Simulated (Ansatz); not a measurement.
What does this script print? It uses Ansatz's Python interface.

Script `snse_dfpt.py`:
```python
"""DFPT phonons of SnSe."""

from pathlib import Path

import ansatz
import numpy as np

vectors = np.array([
    [4.28532742, 0.0, 0.0],
    [0.0, 4.28532742, 0.0],
    [0.0, 0.0, 10.99069213],
])
snse = (
    ansatz.Lattice.of(vectors)
    .atom("Sn", [0.5, 0.0, 0.37222911])
    .atom("Sn", [0.0, 0.5, 0.62777089])
    .atom("Se", [0.5, 0.0, 0.61603949])
    .atom("Se", [0.0, 0.5, 0.38396051])
)

base = (
    snse.calculation()
    .functional("LDA")
    .occupations("fixed")
    .kpoints(4, 4, 2)
    .phonons("dfpt", points=[(0, 0, 0), (0.5, 0, 0), (0, 0, 0.5)])
)
result = base.run(threads=1, pin="off", runs_dir="runs")
ph = result.phonons

for q in ph.qpoints:
    print("q =", np.round(q.q_frac, 3), "1/cm:", " ".join(f"{w:.1f}" for w in q.omega_inv_cm))
```

Output of `python snse_dfpt.py`:
```text
DeckWarning: basis.ecutwfc = 420 eV, auto-derived from the records' recommended cutoffs: set by Sn (normal level)
q = [0. 0. 0.] 1/cm: -57.5 -57.5 -0.0 -0.0 0.0 28.9 28.9 55.9 97.4 97.4 170.3 194.1
q = [0.5 0.  0. ] 1/cm: 48.8 48.8 57.8 57.8 98.4 98.4 111.1 111.1 128.9 128.9 179.0 179.0
q = [0.  0.  0.5] 1/cm: -57.5 -57.5 -1.1 0.4 0.4 28.9 28.9 55.9 97.4 97.4 170.3 196.5
```
(Warnings from the package without file and line.)

The cell isn't relaxed first, so the values belong to this volume. The cell holds layers, chains or clusters in vacuum, no bulk phase. A negative frequency stands for an imaginary mode. Points of the mesh across the vacuum add cost only. No non-analytic term is added, so at the zone centre the longitudinal optical modes of a polar crystal aren't split off. This cell is a computed structure, which may not be the phase found in nature. The structure is taken as given; imaginary modes can come from an unrelaxed or unstable start. Hardware and time: 2.9 min on 1 thread of Intel(R) Xeon(R) Processor @ 2.30GHz (shared host), peak memory 0.91 GiB.
